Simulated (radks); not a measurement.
# Ga in [Ar] 3d10 4s2 4f1: an all-electron calculation

Wanted: eigenvalues, radial structure and energy terms of neutral gallium.

Program: radks (a radial shooting solver on a logarithmic mesh, Libxc functionals) version 1. Level of theory: scalar-relativistic Kohn-Sham, PBE, spin-unpolarised, spherical densities, point nucleus. These are calculated values, not measurements, unless marked.

### Step 1. Starting point

- element: gallium (Z = 31)
- charge: 0
- electrons: 31
- configuration: [Ar] 3d10 4s2 4f1

The outer shells:

Ga
```
[Ar] core
3d [↑↓][↑↓][↑↓][↑↓][↑↓]
4s [↑↓]
4f [↑ ][  ][  ][  ][  ][  ][  ]
```

### Step 2. Self-consistent calculation

Settings of this run:

```text
Z 31
configuration [Ar] 3d10 4s2 4f1 4p0 5s0
relativity scalar-relativistic
functional pbe,pbe
spin unpolarised
nucleus point
c 137.035999084
```

On the command line:

```sh
> python run_ks.py task.json out
```

This one command runs every case of the session in turn.

**Question.** What will this run give?

**Answer**, as computed:

| quantity | value |
| --- | --- |
| total energy | -1943.76222 hartree |
| exchange-correlation share of it | 3.87 % |
| −T/E | 1.0170 |
| highest occupied level | 4f, -0.435 eV |
| most extended occupied level | 4f, <r> = 17.4 bohr |
| radius at density 0.001 e/bohr³ | 3.74 bohr |
| maxima of the radial density | 4 |

What this shows: The radial density shows 4 maxima for 4 occupied principal shells. −T/E is 1.017: with relativity the kinetic term as defined here no longer equals −E. This is not the tabulated ground configuration, so its levels and sizes aren't those of the ground state, and no measured value stands beside it.
